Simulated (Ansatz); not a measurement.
# CH8BNSi: basis-set convergence

How large a basis does CH8BNSi need? Two functionals are run in growing sets.

Method: one geometry, several basis sets; program: Ansatz 0.2.0, Gaussian basis.

Levels to be run: PBE0-D4/def2-SVP; ωB97M-V/def2-SVP; PBE0-D4/def2-QZVPP; ωB97M-V/def2-QZVPP; the functionals' def2-TZVPP values are taken from earlier runs.

### Step 1. The geometry

The geometry comes from an earlier relaxation with PBE0-D4 in a triple-zeta def2 set; it is a stationary point, not always the lowest conformer.

SMILES `CB[SiH2]N`, 12 atoms, charge 0, spin multiplicity 1.

Atoms are counted from 1 here; the program's logs count them from 0.

Bond lengths: C1–B2 1.555 Å, C1–H5 1.091 Å, C1–H6 1.102 Å, C1–H7 1.095 Å, B2–Si3 2.013 Å, B2–H8 1.204 Å, Si3–N4 1.726 Å, Si3–H9 1.505 Å, Si3–H10 1.493 Å, N4–H11 1.007 Å, N4–H12 1.007 Å. Angles: B2–C1–H5 116.6°, B2–C1–H6 106.0°, B2–C1–H7 111.8°, H5–C1–H6 107.7°, H5–C1–H7 109.5°, H6–C1–H7 104.4°, C1–B2–Si3 122.7°, C1–B2–H8 117.3°, Si3–B2–H8 119.9°, B2–Si3–N4 111.4°, B2–Si3–H9 106.3°, B2–Si3–H10 111.6°, N4–Si3–H9 115.0°, N4–Si3–H10 107.8°, H9–Si3–H10 104.6°, Si3–N4–H11 120.8°, Si3–N4–H12 118.8°, H11–N4–H12 110.8°.

Geometry (Å):

```mol
CH8BNSi
  3D, bonds by distance, orders not assigned

 12 11  0  0  0  0  0  0  0  0999 V2000
   -1.0307    1.8333   -0.2484 C   0  0
   -0.8229    0.3297    0.0877 B   0  0
    0.9694   -0.5768   -0.0439 Si  0  0
    0.8222   -2.2892    0.1168 N   0  0
   -0.2013    2.3427   -0.7413 H   0  0
   -1.2087    2.3380    0.7146 H   0  0
   -1.9519    2.0003   -0.8172 H   0  0
   -1.7740   -0.2785    0.5049 H   0  0
    1.8540    0.0833    0.9796 H   0  0
    1.6317   -0.2955   -1.3521 H   0  0
    1.6330   -2.8840    0.0575 H   0  0
    0.1560   -2.6585    0.7758 H   0  0
  1  2  8  0
  2  3  8  0
  3  4  8  0
  1  5  8  0
  1  6  8  0
  1  7  8  0
  2  8  8  0
  3  9  8  0
  3 10  8  0
  4 11  8  0
  4 12  8  0
M  END
```

### Step 2. PBE0-D4 in def2-SVP

in.yaml reads:

```yaml
crystal:
  periodic: [false, false, false]
  atoms:
    - {symbol: C, position_ang: [-1.030719, 1.833299, -0.248423]}
    - {symbol: B, position_ang: [-0.822905, 0.329694, 0.087721]}
    - {symbol: Si, position_ang: [0.969409, -0.576848, -0.043874]}
    - {symbol: N, position_ang: [0.822195, -2.289182, 0.116762]}
    - {symbol: H, position_ang: [-0.201306, 2.342714, -0.741329]}
    - {symbol: H, position_ang: [-1.208690, 2.337977, 0.714617]}
    - {symbol: H, position_ang: [-1.951918, 2.000268, -0.817214]}
    - {symbol: H, position_ang: [-1.773972, -0.278474, 0.504906]}
    - {symbol: H, position_ang: [1.854005, 0.083327, 0.979599]}
    - {symbol: H, position_ang: [1.631695, -0.295478, -1.352098]}
    - {symbol: H, position_ang: [1.632988, -2.883959, 0.057466]}
    - {symbol: H, position_ang: [0.156018, -2.658538, 0.775769]}
basis:
  gaussian: {orbitals: def2-SVP}
hamiltonian: {xc: pbe0, dispersion: d4}
output: {orbitals: {seedname: orbitals}}
```

Started as:

```console
$ ansatz run in.yaml --threads 2 --pin off --events-out ev --progress --plain --max-ram 4352MiB
```

After this run come: ωB97M-V in def2-SVP; PBE0-D4 in def2-QZVPP; ωB97M-V in def2-QZVPP.

Q: Predict the results of all the runs planned. Wanted: PBE0-D4: double and triple zeta above quadruple; ωB97M-V: double and triple zeta above quadruple.

As calculated:

| quantity | value |
| --- | --- |
| PBE0-D4: double and triple zeta above quadruple | 7.14, 0.48 eV |
| ωB97M-V: double and triple zeta above quadruple | 7.37, 0.46 eV |

For PBE0-D4 the step from double to triple zeta gains 6.66 eV and the next only 0.48 eV. Total energies overstate the basis error of differences, where much of it tends to cancel.
